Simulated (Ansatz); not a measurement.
# ReB2: the cost of one run

Computed with Ansatz 0.2.0 (DFT r2SCAN, scalar-relativistic, plane waves, PAW, unless a step's input says otherwise).

## (1) The starting structure

It takes space group P6_3/mmc (No. 194, hexagonal). The conventional cell has a = 2.900 Å, b = 2.900 Å, c = 7.478 Å, α = 90.00°, β = 90.00°, γ = 120.00°. Re (site symmetry -6m2) has 8 B at 2.23 to 2.26 Å as nearest neighbours. B (site symmetry 3m) has 3 B at 1.82 Å and 4 Re at 2.23 to 2.26 Å as nearest neighbours.

Coordinates:

```xyz
6
Lattice="2.9000 0.0000 0.0000 -1.4500 2.5115 0.0000 0.0000 0.0000 7.4780" Properties=species:S:1:pos:R:3 pbc="T T T"
Re    0.0000    1.6743    1.8695
Re    1.4500    0.8372    5.6085
B     0.0000    1.6743    4.0979
B     1.4500    0.8372    0.3589
B     0.0000    1.6743    7.1191
B     1.4500    0.8372    3.3801
```

The structure rests on an entry of the Crystallography Open Database; cell or positions may have been set otherwise for this series.

## (2) Relaxing cell and atoms: ReB2, no spin

input.yaml

```yaml
crystal:
  lattice:
    - [2.9, 0.0, 0.0]
    - [-1.45, 2.511473671, 0.0]
    - [0.0, 0.0, 7.478]
  atoms:
    - { symbol: Re, position: [0.3333333333, 0.6666666667, 0.25] }
    - { symbol: Re, position: [0.6666666667, 0.3333333333, 0.75] }
    - { symbol: B, position: [0.3333333333, 0.6666666667, 0.548] }
    - { symbol: B, position: [0.6666666667, 0.3333333333, 0.048] }
    - { symbol: B, position: [0.3333333333, 0.6666666667, 0.952] }
    - { symbol: B, position: [0.6666666667, 0.3333333333, 0.452] }
scf:
  occupations: { method: gaussian, width: 0.1 }
output:
  forces: true
  stress: true
  eigenvalues: true
  write_density: true
  write_potential: true
  elf: true
  volumetric_format: npy
kpoints:
  mp_grid: { grid: [21, 21, 8] }
hamiltonian:
  xc: r2scan
relax:
  f_tol: 0.003
  max_steps: 60
  cell: { stress_tol: 0.02 }
```

Launch:

```sh
$ ansatz run input.yaml --threads 4 --pin off --max-ram 8192MiB --backend cpu --events-out ev --progress --plain --runs-dir out
```

What time and memory should one allow on 4 threads of AMD EPYC 9R45 (Zen 5), shared host?

About 18 s, with a peak of 0.84 GiB.
